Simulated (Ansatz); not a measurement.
Working through a geometry optimisation of C2H4SSe, SMILES C[Se]C=S

With Ansatz 0.2.0, Python API.

`c2h4sse.xyz`
```text
8

C    -0.36170    1.09940    0.18900
Se    0.29180    0.16260   -1.35130
C     0.40190   -1.45030   -0.33730
S     1.74010   -1.77350    0.32730
H     0.33770    1.14130    0.98120
H    -1.34870    0.68300    0.52710
H    -0.59710    2.19190   -0.12200
H    -0.37190   -2.11150   -0.26990
```

Typed at the interpreter:
```pycon
>>> import warnings
>>> import ansatz as az
>>> import numpy as np
>>> warnings.simplefilter("ignore", az.DeckWarning)
>>> system = az.Crystal.molecule_from_extxyz("c2h4sse.xyz")
>>> base = (
...     system.calculation()
...     .basis(gaussian="def2-SVP")
...     .functional("hf")
... )
>>> symbols = [site.symbol for site in system.cartesian_sites]
>>> start = np.array([site.position_ang for site in system.cartesian_sites], dtype=float)
>>> def progress(event):
...     if event["event"] == "relax_step":
...         row = event["data"]
...         print(f"step {row['step']:3d}  E = {row['lagrangian_ev']:.6f} eV  max force {row['allowed_force_max_ev_ang']:.4f} eV/A")
...
>>> r = base.relax(force_tolerance=0.02, max_steps=100).session().plan().execute(on_event=progress).report
step   1  E = -78229.664081 eV  max force 3.5845 eV/A
step   2  E = -78229.967513 eV  max force 1.7142 eV/A
step   3  E = -78230.047568 eV  max force 2.4578 eV/A
step   4  E = -78230.058883 eV  max force 2.1766 eV/A
step   5  E = -78230.207917 eV  max force 0.7611 eV/A
step   6  E = -78230.227703 eV  max force 0.5076 eV/A
step   7  E = -78230.267219 eV  max force 0.2288 eV/A
step   8  E = -78230.306259 eV  max force 0.3980 eV/A
step   9  E = -78230.320538 eV  max force 0.9027 eV/A
step  10  E = -78230.415126 eV  max force 0.8582 eV/A
step  11  E = -78230.505538 eV  max force 0.5357 eV/A
step  12  E = -78230.555941 eV  max force 0.2338 eV/A
step  13  E = -78230.574041 eV  max force 0.1422 eV/A
step  14  E = -78230.576828 eV  max force 0.0682 eV/A
step  15  E = -78230.576132 eV  max force 0.1789 eV/A
step  16  E = -78230.577781 eV  max force 0.0304 eV/A
step  17  E = -78230.578253 eV  max force 0.0497 eV/A
step  18  E = -78230.577920 eV  max force 0.0759 eV/A
step  19  E = -78230.578413 eV  max force 0.0076 eV/A
>>> end = np.array(r["positions_ang"])
>>> print(f"E = {r['free_energy_ev']:.6f} eV = {r['free_energy_ev'] / 27.211386246:.7f} Ha")
E = -78230.578413 eV = -2874.9207301 Ha
>>> print("converged:", r["converged"], " doubts:", r["published_state_doubts"] or "none")
converged: True  doubts: none
>>> print("bond        before    after (A)")
bond        before    after (A)
>>> for i, j in [(0, 1), (0, 4), (0, 5), (0, 6), (1, 2), (2, 3), (2, 7)]:
...     d0, d1 = (np.linalg.norm(xyz[i] - xyz[j]) for xyz in (start, end))
...     print(f"{symbols[i]}{i}-{symbols[j]}{j}".ljust(10), f"{d0:8.4f} {d1:8.4f}")
...
C0-Se1       1.9176   1.9474
C0-H4        1.0576   1.0873
C0-H5        1.1233   1.0873
C0-H6        1.1600   1.0884
Se1-C2       1.9083   1.8769
C2-S3        1.5287   1.6042
C2-H7        1.0200   1.0894
>>> charges = r["charge_distribution"]
>>> print("dipole moment", round(4.803205 * float(np.linalg.norm(charges["dipole_moment_e_ang"])), 3), "D")
dipole moment 3.743 D
>>> print("Mulliken:", [(s, round(q, 3)) for s, q in zip(symbols, charges["mulliken_charges_e"])])
Mulliken: [('C', -0.185), ('Se', 0.068), ('C', -0.113), ('S', -0.14), ('H', 0.086), ('H', 0.086), ('H', 0.087), ('H', 0.111)]
>>> with open("c2h4sse_opt.xyz", "w") as handle:
...     handle.write(f"{len(symbols)}\nrelaxed C2H4SSe\n")
...     handle.writelines(f"{s:2s} {x:11.6f} {y:11.6f} {z:11.6f}\n" for s, (x, y, z) in zip(symbols, end))
...
18
```

`c2h4sse_opt.xyz`, as written:
```text
8
relaxed C2H4SSe
C    -0.568167    1.176930    0.120719
Se    0.720490    0.255051   -1.011431
C     0.714486   -1.423314   -0.171320
S     1.592429   -2.687887   -0.622437
H    -0.211057    1.228499    1.146440
H    -1.538108    0.687711    0.074994
H    -0.659498    2.186172   -0.276283
H     0.041524   -1.480262    0.683418
```

Notes:
- Total energies depend on the basis set; only differences at equal settings carry meaning.
- The end point is the stationary point reached from this start; no frequency run checks that it is a minimum, and the basis set is modest.
- Wall time of the script: 33 s on 1 thread of Intel(R) Xeon(R) 6975P-C (Granite Rapids), with other jobs on the host, peak memory 0.28 GiB.

(Lines on the test bed's own set-up are left out of the output.)
